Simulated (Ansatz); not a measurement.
Write a Python script for Ansatz's Python interface that makes a relaxed scan of one distance of CH4ClGe, SMILES [CH3][GeH][Cl]. Level of theory (for the species named): B3LYP, def2-SVP basis, multiplicity 2.

`ch4clge.xyz`
```text
7

C    -0.68890    0.39170   -0.24390
Ge    0.69060   -0.87670   -0.13960
Cl    0.99210   -1.39070    1.92330
H    -0.37950    1.35580    0.31070
H    -1.66490    0.00020    0.15360
H    -0.90740    0.72040   -1.32000
H     2.01910   -0.26870   -0.72980
```

Script `ch4clge_relaxed_scan.py`:
```python
# -*- coding: utf-8 -*-
import ansatz as az
import numpy as np

system = az.Crystal.molecule_from_extxyz("ch4clge.xyz")

job = (
    system.calculation()
    .basis(gaussian="def2-SVP")
    .functional("b3lyp")
    .spin("collinear", total=1)
)
symbols = [site.symbol for site in system.cartesian_sites]
pairs = [(0, 1), (0, 3), (0, 4), (0, 5), (1, 2), (1, 6)]
print("held (A)   E (eV)        ", "  ".join(f"{symbols[i]}{i}-{symbols[j]}{j}" for i, j in pairs))
for length in [1.73, 1.88, 2.03, 2.25, 2.53]:
    rep = job.relax(constraints=[az.DistanceConstraint((0, 1), at=length)], force_tolerance=0.02, max_steps=60).run(threads=1).report
    xyz = np.array(rep["positions_ang"])
    print(f"{length:6.2f} {rep['free_energy_ev']:14.5f}  ", "  ".join(f"{np.linalg.norm(xyz[i] - xyz[j]):.3f}" for i, j in pairs))
```

Output of `python ch4clge_relaxed_scan.py`:
```text
held (A)   E (eV)         C0-Ge1  C0-H3  C0-H4  C0-H5  Ge1-Cl2  Ge1-H6
DeckWarning: relax.constraints: the input's atoms, or those drawn, lie off the distances that are held; a relaxation that starts there is brought onto them ahead of its first SCF, by positions alone, an atom by 7.34e-2 Å at the most. With the symmetry [...]
  1.73   -70132.54030   1.730  1.105  1.101  1.103  2.207  1.560
  1.88   -70133.11234   1.880  1.103  1.100  1.101  2.203  1.561
  2.03   -70133.17583   2.030  1.101  1.098  1.100  2.201  1.565
  2.25   -70132.85766   2.250  1.098  1.096  1.097  2.200  1.571
  2.53   -70132.27327   2.530  1.095  1.093  1.094  2.207  1.582
```
(Warnings from the package without file and line, shortened, repeats left out.)

Total energies depend on the basis set; only differences at equal settings carry meaning. The energies are electronic: no zero-point or thermal terms, and the basis set is short of its limit. The species is open-shell (spin multiplicity 2). b3lyp holds the VWN-RPA fit, as in Gaussian; the form of ORCA and Turbomole is b3lyp5. It ran for 3 min on 1 thread of Arm Neoverse V1 (shared host), peak memory 0.32 GiB.
